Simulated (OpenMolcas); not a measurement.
# CH4AlO2 (SMILES C[O][Al][OH]), step by step

We compute a series of 8 runs (UHF/6-311+G**, CASSCF(3,3)/6-311+G**, CASPT2(3,3)/6-311+G**, CASPT2[IPEA 0](3,3)/6-311+G**, SC-NEVPT2(3,3)/6-311+G**, PC-NEVPT2(3,3)/6-311+G**, MC-PDFT[tPBE](3,3)/6-311+G**, MC-PDFT[ftPBE](3,3)/6-311+G**) of CH4AlO2. 

The calculation is run with OpenMolcas 26.06.

### Step 1. The molecule

CH4AlO2: 8 atoms, total charge 0, spin state doublet. As SMILES, `C[O][Al][OH]`. The C1–O2 distance was set to 3.068 Å, away from the relaxed value. At this shape a bond of the SMILES string is far longer than usual.

Bond lengths: O2–Al3 1.683 Å, Al3–O4 1.701 Å, C1–H5 1.097 Å, C1–H6 1.095 Å, C1–H7 1.095 Å, O4–H8 0.956 Å. Angles: O2–Al3–O4 116.5°, Al3–O4–H8 121.5°, H5–C1–H6 108.0°, H5–C1–H7 108.0°, H6–C1–H7 107.9°.

### Step 2. A single-point energy at UHF/6-311+G(d,p) (RICD fitting) (run 1)

Contents of struct.xyz:

```xyz
8

C      0.686908     2.666005    -1.646959
O     -0.035800     0.282500     0.144300
Al    -0.062600    -1.399600     0.093000
O     -0.601900    -2.191900     1.497900
H      1.055408     2.358405    -2.632959
H     -0.191192     3.302505    -1.797859
H      1.464208     3.271605    -1.169559
H     -0.646300    -3.146000     1.548200
```

Contents of step1.inp:

```
&gateway
 baslib=$CurrDir
 coord=struct.xyz
 basis=6-311pGss
 group=NoSym
 ricd

&seward

&scf
 uhf
 spin=2
 scramble=0.25
 prorbitals=1
```

The basis set 6-311+G** is read from a file made from the Basis Set Exchange's data (not shown).

Run with:

```bash
$ export MOLCAS_MEM=1860
$ pymolcas step1.inp > step1.log
```

Log:

```text
--- Start Module: gateway ---
[...]
--- Stop Module: gateway /rc=_RC_ALL_IS_WELL_ ---
--- Start Module: seward ---
[...]
      Basis functions          120
--- Stop Module: seward /rc=_RC_ALL_IS_WELL_ ---
[...]
--- Start Module: scf ---
[...]
       Convergence after  41 Iterations
[...]
::    Total SCF energy                               -431.8538595334
[...]
      Total spin, S                                     0.9010709148
[...]
      Dipole Moment (debye):
      Origin of the operator (angstrom)=   -0.0260   -0.4064    0.0657
                   X=  4.5133E-01               Y= -2.8105E+00               Z= -1.4318E+00           Total=  3.1863E+00
      Quadrupole Moment (debye*angstrom):
[...]
--- Stop Module: scf /rc=_RC_ALL_IS_WELL_ ---
[...]
```

Run time: 19 s. Hardware: 1 thread of AMD EPYC 7R43 (Zen 3), shared host; peak memory 0.087 GiB.

### Step 3. The energy at CASSCF(3,3)/6-311+G(d,p) (RICD fitting) (run 2)

struct.xyz is that of step 2.

Contents of step2.inp:

```
>>> EXPORT MOLCAS_PRINT=2

&GATEWAY
 BASLIB
 $CurrDir
 COORD
 struct.xyz
 BASIS
 6-311pGss
 GROUP
 NoSym
 RICD

&SEWARD

&RASSCF
 FILEORB
 $CurrDir/step1.UnaOrb
 SPIN
 2
 NACTEL
 3 0 0
 INACTIVE
 18
 RAS2
 3
 ORBLISTING
 Nothing
```

The basis set 6-311+G** is read from a file made from the Basis Set Exchange's data (not shown).

Run with:

```bash
$ export MOLCAS_MEM=1860
$ pymolcas step2.inp > step2.log
```

Log:

```text
--- Start Module: gateway ---
[...]
--- Stop Module: gateway /rc=_RC_ALL_IS_WELL_ ---
--- Start Module: seward ---
[...]
      Basis functions          120
--- Stop Module: seward /rc=_RC_ALL_IS_WELL_ ---
[...]
--- Start Module: rasscf ---
[...]
      Number of active orbitals                  3
[...]
      Spin quantum number                      0.5
[...]
      Active orbitals                            3
[...]
      Number of CSFs                             8
[...]
      Number of root(s) required                 1
[...]
      Convergence after 17 iterations
[...]
      printout of CI-coefficients larger than  0.05 for root  1
      energy=    -431.856528
      conf/sym  111     Coeff  Weight
             1  2u0  -0.89044 0.79289
             8  0u2  -0.45388 0.20601
      Natural orbitals and occupation numbers for root  1
      sym 1:   1.586872   0.999408   0.413720
      ************************************************************************************************************************
      *                                                    Final results                                                     *
[...]
::    RASSCF root number  1 Total energy:   -431.85652772
[...]
      Total electronic charge=   39.000000
      Total            charge=   -0.000000
[...]
      Dipole Moment (debye):
      Origin of the operator (angstrom)=   -0.0260   -0.4064    0.0657
                   X=  4.1228E-01               Y= -4.0463E+00               Z= -1.4167E+00           Total=  4.3069E+00
      Quadrupole Moment (debye*angstrom):
[...]
--- Stop Module: rasscf /rc=_RC_ALL_IS_WELL_ ---
[...]
```

It took 13 s on 1 thread of AMD EPYC 7R43 (Zen 3), shared host; peak memory 0.089 GiB.

Runs 3 to 6 aren't shown in full; the table further down has their settings and results.

### Step 4. A single-point energy at MC-PDFT[tPBE](3,3)/6-311+G(d,p) (RICD fitting) (run 7)

struct.xyz is that of step 3.

Contents of step7.input:

```
&gateway
 baslib = $CurrDir
 coord = struct.xyz
 basis = 6-311pGss
 group = NoSym
 ricd

&seward

&rasscf
 fileorb = $CurrDir/step2.RasOrb
 spin = 2
 nactel = 3 0 0
 inactive = 18
 ras2 = 3
 orblisting = Nothing

&mcpdft
 ksdft = T:PBE
```

The basis set 6-311+G** is read from a file made from the Basis Set Exchange's data (not shown).

Run with:

```bash
$ export MOLCAS_MEM=1860
$ pymolcas step7.input > step7.log
```

Log:

```text
--- Start Module: gateway ---
[...]
--- Stop Module: gateway /rc=_RC_ALL_IS_WELL_ ---
[...]
      Basis functions          120
[...]
--- Start Module: rasscf ---
[...]
      Number of active orbitals                  3
[...]
      Spin quantum number                      0.5
[...]
      Active orbitals                            3
[...]
      Number of CSFs                             8
[...]
      Number of root(s) required                 1
[...]
      Convergence after  4 iterations
[...]
      printout of CI-coefficients larger than  0.05 for root  1
      energy=    -431.856528
      conf/sym  111     Coeff  Weight
             1  2u0  -0.89044 0.79287
             8  0u2  -0.45389 0.20602
      Natural orbitals and occupation numbers for root  1
      sym 1:   1.586846   0.999408   0.413746
      ************************************************************************************************************************
      *                                                    Final results                                                     *
[...]
::    RASSCF root number  1 Total energy:   -431.85652772
[...]
      Total electronic charge=   39.000000
      Total            charge=   -0.000000
[...]
      Dipole Moment (debye):
      Origin of the operator (angstrom)=   -0.0260   -0.4064    0.0657
                   X=  4.1227E-01               Y= -4.0462E+00               Z= -1.4167E+00           Total=  4.3068E+00
      Quadrupole Moment (debye*angstrom):
[...]
--- Stop Module: rasscf /rc=_RC_ALL_IS_WELL_ ---
[...]
--- Start Module: mcpdft ---
[...]
 ###    WARNING: Deprecation warning: KSDF should be replaced                ###
 ###    with FUNC keyword                                                    ###
 ###############################################################################
[...]
::    MCPDFT root number  1 Total energy:   -432.94489296
--- Stop Module: mcpdft /rc=_RC_ALL_IS_WELL_ ---
[...]
```

Run time: 9 s. Hardware: 1 thread of AMD EPYC 7R43 (Zen 3), shared host; peak memory 0.089 GiB.

### Step 5. The energy at MC-PDFT[ftPBE](3,3)/6-311+G(d,p) (RICD fitting) (run 8)

struct.xyz is that of step 4.

Contents of step8.input:

```
* CH4AlO2 MC-PDFT
>>> EXPORT MOLCAS_PRINT=2
&GATEWAY
BasLib=$CurrDir
Coord=struct.xyz
Basis=6-311pGss
Group=NoSym
RICD
&SEWARD
&RASSCF
FileOrb=$CurrDir/step2.RasOrb
Spin=2
Nactel=3 0 0
Inactive=18
Ras2=3
OrbListing=Nothing
&MCPDFT
KSDFT=FT:PBE
```

The basis set 6-311+G** is read from a file made from the Basis Set Exchange's data (not shown).

Run with:

```bash
$ export MOLCAS_MEM=1860
$ pymolcas step8.input > step8.log
```

Log:

```text
--- Start Module: gateway ---
[...]
--- Stop Module: gateway /rc=_RC_ALL_IS_WELL_ ---
[...]
      Basis functions          120
[...]
--- Start Module: rasscf ---
[...]
      Number of active orbitals                  3
[...]
      Spin quantum number                      0.5
[...]
      Active orbitals                            3
[...]
      Number of CSFs                             8
[...]
      Number of root(s) required                 1
[...]
      Convergence after  4 iterations
[...]
      printout of CI-coefficients larger than  0.05 for root  1
      energy=    -431.856528
      conf/sym  111     Coeff  Weight
             1  2u0  -0.89044 0.79287
             8  0u2  -0.45389 0.20602
      Natural orbitals and occupation numbers for root  1
      sym 1:   1.586846   0.999408   0.413746
      ************************************************************************************************************************
      *                                                    Final results                                                     *
[...]
::    RASSCF root number  1 Total energy:   -431.85652772
[...]
      Total electronic charge=   39.000000
      Total            charge=   -0.000000
[...]
      Dipole Moment (debye):
      Origin of the operator (angstrom)=   -0.0260   -0.4064    0.0657
                   X=  4.1227E-01               Y= -4.0462E+00               Z= -1.4167E+00           Total=  4.3068E+00
      Quadrupole Moment (debye*angstrom):
[...]
--- Stop Module: rasscf /rc=_RC_ALL_IS_WELL_ ---
[...]
--- Start Module: mcpdft ---
[...]
 ###    WARNING: Deprecation warning: KSDF should be replaced                ###
 ###    with FUNC keyword                                                    ###
 ###############################################################################
[...]
::    MCPDFT root number  1 Total energy:   -433.07620854
--- Stop Module: mcpdft /rc=_RC_ALL_IS_WELL_ ---
[...]
```

Wall time 8.4 s (1 thread of AMD EPYC 7R43 (Zen 3), shared host); peak memory 0.089 GiB.

### Step 6. The series

| run | level | scramble | active rule | energy (Eh) | dipole moment (D) of the reference | wall time |
| --- | --- | --- | --- | --- | --- | --- |
| 1 | UHF/6-311+G** (RICD fitting) | 0.25 | – | -431.853860 | 3.19 | 19 s |
| 2 | CASSCF(3,3)/6-311+G** (RICD fitting) | – | uhf natural orbitals | -431.856528 | 4.31 | 13 s |
| 3 | CASPT2(3,3)/6-311+G** (RICD fitting) | – | uhf natural orbitals | -432.416474 | 4.31 | 9.9 s |
| 4 | CASPT2[IPEA 0](3,3)/6-311+G** (RICD fitting) | – | uhf natural orbitals | -432.422613 | 4.31 | 9.9 s |
| 5 | SC-NEVPT2(3,3)/6-311+G** (RICD fitting) | – | uhf natural orbitals | -432.411926 | 4.31 | 8.4 s |
| 6 | PC-NEVPT2(3,3)/6-311+G** (RICD fitting) | – | uhf natural orbitals | -432.412136 | 4.31 | 9.3 s |
| 7 | MC-PDFT[tPBE](3,3)/6-311+G** (RICD fitting) | – | uhf natural orbitals | -432.944893 | 4.31 | 9 s |
| 8 | MC-PDFT[ftPBE](3,3)/6-311+G** (RICD fitting) | – | uhf natural orbitals | -433.076209 | 4.31 | 8.4 s |

### Step 7. Results

| quantity | value |
| --- | --- |
| run 8, MC-PDFT[ftPBE](3,3)/6-311+G**: total energy | -433.07621 Eh |
| run 8, MC-PDFT[ftPBE](3,3)/6-311+G**: dipole moment (CASSCF density) | 4.31 D |

What this shows: Below the UHF energy at the same shape and in the same basis (6-311+G**): CASSCF(3,3) -2.7 mEh; CASPT2(3,3) -562.6 mEh; CASPT2[IPEA 0](3,3) -568.8 mEh; SC-NEVPT2(3,3) -558.1 mEh; PC-NEVPT2(3,3) -558.3 mEh. Active-space methods hold only the correlation inside their space unless a perturbation or CI step follows. Spin contamination of the reference: run 1 ⟨S²⟩ = 1.71. Where it is this large, the reference is a mixture of spin states, and values that rest on it are in doubt. All runs together took 87 s, the longest 19 s.
